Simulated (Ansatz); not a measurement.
# AsH3N: the cost of one run

All numbers below are computed with Ansatz 0.2.0 (UKS PBE/def2-TZVP).

### Step 1. Starting point

Bond lengths: N1–As2 1.833 Å, N1–H3 1.011 Å, N1–H4 1.011 Å, As2–H5 1.510 Å. Angles: N1–As2–H5 92.8°, As2–N1–H3 114.6°, As2–N1–H4 117.9°, H3–N1–H4 109.2°.

Coordinates:

```xyz
5

N    -0.2238   -0.5462    0.2477
As    0.9744    0.8386    0.1760
H     0.1855   -1.4466    0.4554
H    -0.8780   -0.6461   -0.5162
H    -0.0581    1.8002   -0.3630
```

### Step 2. Relaxing end A

input.yaml reads:

```yaml
crystal:
  periodic: [false, false, false]
  atoms:
    - { symbol: "N", position_ang: [-0.22375, -0.54621, 0.24774] }
    - { symbol: As, position_ang: [0.97437, 0.83859, 0.17601] }
    - { symbol: H, position_ang: [0.1855, -1.44658, 0.45538] }
    - { symbol: H, position_ang: [-0.87801, -0.64605, -0.51617] }
    - { symbol: H, position_ang: [-0.05812, 1.80025, -0.36296] }
magnetization:
  spin_polarized: true
  initial_magnetization: 1
basis:
  gaussian: { orbitals: def2-TZVP }
hamiltonian:
  xc: pbe
relax:
  f_tol: 0.015
  max_steps: 40
```

Command:

```console
$ ansatz run input.yaml --threads 2 --pin off --max-ram 3072MiB --backend cpu --events-out ev --progress --plain --runs-dir out
```

Q: Estimate wall time and peak memory on 2 threads of Arm Neoverse V1, shared host.

About 11 s, with a peak of 0.15 GiB.
